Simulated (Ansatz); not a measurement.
# LaBiS2O: the cost of one run

Program: Ansatz 0.2.0. Level of theory: DFT PBEsol, scalar-relativistic, plane waves, PAW. These are calculated values, not measurements.

### Step 1. The structure to begin with

The structure is tetragonal, space group P4/nmm (No. 129). The conventional cell has a = 4.054 Å, b = 4.054 Å, c = 14.256 Å, α = 90.00°, β = 90.00°, γ = 90.00°. Around La (site symmetry 4mm) lie 4 O at 2.38 Å. Bi (site symmetry 4mm) has 5 S at 2.52 to 2.89 Å as nearest neighbours. Around S (site symmetry 4mm) lie 4 Bi at 2.89 Å. S (site symmetry 4mm) has 1 Bi at 2.52 Å as nearest neighbours. O (site symmetry -4m2) has 4 La at 2.38 Å as nearest neighbours.

Structure file:

```cif
data_structure
_symmetry_space_group_name_H-M 'P 1'
_symmetry_Int_Tables_number 1
_cell_length_a 4.0538
_cell_length_b 4.0538
_cell_length_c 14.2559
_cell_angle_alpha 90.000
_cell_angle_beta 90.000
_cell_angle_gamma 90.000
_cell_volume 234.27
loop_
_atom_site_label
_atom_site_type_symbol
_atom_site_fract_x
_atom_site_fract_y
_atom_site_fract_z
_atom_site_occupancy
La1 La 0.50000 0.00000 0.58788 1
La2 La 0.00000 0.50000 0.41212 1
Bi1 Bi 0.00000 0.50000 0.86780 1
Bi2 Bi 0.50000 0.00000 0.13220 1
S1 S 0.50000 0.00000 0.89349 1
S2 S 0.00000 0.50000 0.10651 1
S3 S 0.00000 0.50000 0.69109 1
S4 S 0.50000 0.00000 0.30891 1
O1 O 0.00000 0.00000 0.50000 1
O2 O 0.50000 0.50000 0.50000 1
```

It goes back to an entry of the Materials Project.

It is the result of an earlier relaxation at this level (volume 23.43 Å³/atom; gap on the mesh: 0.93 eV).

### Step 2. The cell under PBEsol

Contents of input.yaml:

```yaml
crystal:
  lattice:
    - [4.0538108468, 0.0, 0.0]
    - [0.0, 4.0538108468, 0.0]
    - [0.0, 0.0, 14.2559006292]
  atoms:
    - { symbol: La, position: [0.5, 0.0, 0.5878824029] }
    - { symbol: La, position: [0.0, 0.5, 0.4121175971] }
    - { symbol: Bi, position: [0.0, 0.5, 0.8677991839] }
    - { symbol: Bi, position: [0.5, 0.0, 0.1322008161] }
    - { symbol: S, position: [0.5, 0.0, 0.8934886198] }
    - { symbol: S, position: [0.0, 0.5, 0.1065113802] }
    - { symbol: S, position: [0.0, 0.5, 0.6910867139] }
    - { symbol: S, position: [0.5, 0.0, 0.3089132861] }
    - { symbol: O, position: [0.0, 0.0, 0.5] }
    - { symbol: O, position: [0.5, 0.5, 0.5] }
basis:
  ecutwfc: 420
kpoints:
  mp_grid: { grid: [8, 8, 2] }
hamiltonian:
  xc: pbesol
scf:
  occupations: { method: gaussian, width: 0.02 }
output:
  forces: true
  stress: true
  eigenvalues: true
relax:
  adjacent_minimum: "off"
  f_tol: 0.005
  max_steps: 50
  cell: { stress_tol: 0.05 }
```

Command:

```console
ansatz run input.yaml --threads 4 --pin off --max-ram 10240MiB --backend cpu --events-out ev --progress --plain --runs-dir out
```

What time and memory should one allow on 4 threads of AMD EPYC 7R43 (Zen 3), shared host?

About 81 s, with a peak of 0.92 GiB.
